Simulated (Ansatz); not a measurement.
# C2H10N3Sc: one species, many methods

An exercise on one series of results from a longer session: the logs are not shown, and one member is left open.

The runs use Ansatz 0.2.0, Gaussian basis; functionals in def2-TZVPP, the program's frozen cores in correlated methods.

The runs, in order: LDA (SPW92), PBE-D4, revPBE-D4, BLYP-D4, r2SCAN-D4, B97M-V, PBE0-D4, B3LYP-D4, r2SCANh-D4, r2SCAN0-D4, HSE06-D4, BHLYP-D4, CAM-B3LYP-D4, LC-ωPBE, ωB97X-V, ωB97M-V, B2PLYP, PBE-QIDH; CCSD(T)/def2-SVP; CCSD(T)/def2-TZVPP; MP2/def2-QZVPP; extrapolation to the limit; RPA on PBE.

## Structure used throughout

An earlier PBE0-D4 in a triple-zeta def2 set relaxation fixed the geometry.

SMILES `C[N](C)[Sc]([NH2])[NH2]`, 16 atoms, charge 0, spin multiplicity 1.

Atoms are counted from 1 here; the program's logs count them from 0.

Bond lengths: C1–N2 1.439 Å, C1–H7 1.096 Å, C1–H8 1.102 Å, C1–H9 1.102 Å, N2–C3 1.439 Å, N2–Sc4 1.991 Å, C3–H10 1.096 Å, C3–H11 1.102 Å, C3–H12 1.102 Å, Sc4–N5 1.999 Å, Sc4–N6 1.999 Å, N5–H13 1.013 Å, N5–H14 1.012 Å, N6–H15 1.013 Å, N6–H16 1.012 Å. Angles: N2–C1–H7 111.0°, N2–C1–H8 112.2°, N2–C1–H9 112.2°, H7–C1–H8 107.1°, H7–C1–H9 107.1°, H8–C1–H9 106.8°, C1–N2–C3 112.0°, C1–N2–Sc4 124.0°, C3–N2–Sc4 124.0°, N2–C3–H10 111.0°, N2–C3–H11 112.2°, N2–C3–H12 112.2°, H10–C3–H11 107.1°, H10–C3–H12 107.1°, H11–C3–H12 106.8°, N2–Sc4–N5 120.0°, N2–Sc4–N6 120.0°, N5–Sc4–N6 120.1° and more.

The first run:

Contents of in.yaml:

```yaml
crystal:
  periodic: [false, false, false]
  atoms:
    - {symbol: C, position_ang: [0.348939, -0.622421, 1.898289]}
    - {symbol: N, position_ang: [0.477033, -0.498992, 0.470482]}
    - {symbol: C, position_ang: [1.523871, -1.336395, -0.052215]}
    - {symbol: Sc, position_ang: [-0.659758, 0.690048, -0.650369]}
    - {symbol: N, position_ang: [-0.377243, 0.767455, -2.627649]}
    - {symbol: N, position_ang: [-2.082502, 1.804955, 0.202962]}
    - {symbol: H, position_ang: [-0.452468, 0.022074, 2.276995]}
    - {symbol: H, position_ang: [0.110831, -1.652788, 2.207896]}
    - {symbol: H, position_ang: [1.272894, -0.335937, 2.425917]}
    - {symbol: H, position_ang: [1.605802, -1.228469, -1.139736]}
    - {symbol: H, position_ang: [1.346685, -2.403855, 0.155850]}
    - {symbol: H, position_ang: [2.508964, -1.087215, 0.374058]}
    - {symbol: H, position_ang: [-0.900418, 1.337521, -3.281110]}
    - {symbol: H, position_ang: [0.305757, 0.254413, -3.170912]}
    - {symbol: H, position_ang: [-2.709993, 2.438750, -0.276846]}
    - {symbol: H, position_ang: [-2.318394, 1.850835, 1.186397]}
basis:
  gaussian: {orbitals: def2-TZVPP}
hamiltonian: {xc: lda}
output: {orbitals: {seedname: orbitals}}
```

Run with:

```console
$ ansatz run in.yaml --threads 2 --pin off --events-out ev --progress --plain --max-ram 32768MiB --backend cuda --devices 0, --max-vram 18GiB
```

Steps of the session up to this table: LDA; PBE-D4 (GGA); revPBE-D4 (GGA); BLYP-D4 (GGA); r2SCAN-D4 (meta-GGA); B97M-V (meta-GGA); PBE0-D4 (hybrid); B3LYP-D4 (hybrid); r2SCANh-D4 (hybrid); r2SCAN0-D4 (hybrid); HSE06-D4 (hybrid); BHLYP-D4 (hybrid); CAM-B3LYP-D4 (range-separated); LC-ωPBE (range-separated); ωB97X-V (range-separated); ωB97M-V (range-separated); B2PLYP (double hybrid); PBE-QIDH (double hybrid).

One of the session's tables, all rows but one given; the rest of the session is left out.

It belongs to the step «Orbital energies across the functionals». 

```
  functional  HOMO (eV)  gap (eV)
 LDA (SPW92)      -4.81      2.73
      PBE-D4      -4.67      2.83
   revPBE-D4          ?         ?
     BLYP-D4      -4.58      2.72
   r2SCAN-D4      -4.87      3.34
      B97M-V      -4.99      3.18
     PBE0-D4      -5.88      4.86
    B3LYP-D4      -5.70      4.35
  r2SCANh-D4      -5.33      4.09
  r2SCAN0-D4      -6.03      5.20
    HSE06-D4      -5.48      4.10
    BHLYP-D4      -7.05      6.66
CAM-B3LYP-D4      -7.25      6.99
     LC-ωPBE      -8.53      9.47
     ωB97X-V      -8.23      8.95
     ωB97M-V      -8.17      8.52
```

**Question.** Estimate the row for revPBE-D4.

As computed: HOMO (eV): -4.61; gap (eV): 2.91. In the column «HOMO (eV)» it lies between PBE-D4 (-4.67) and BLYP-D4 (-4.58).
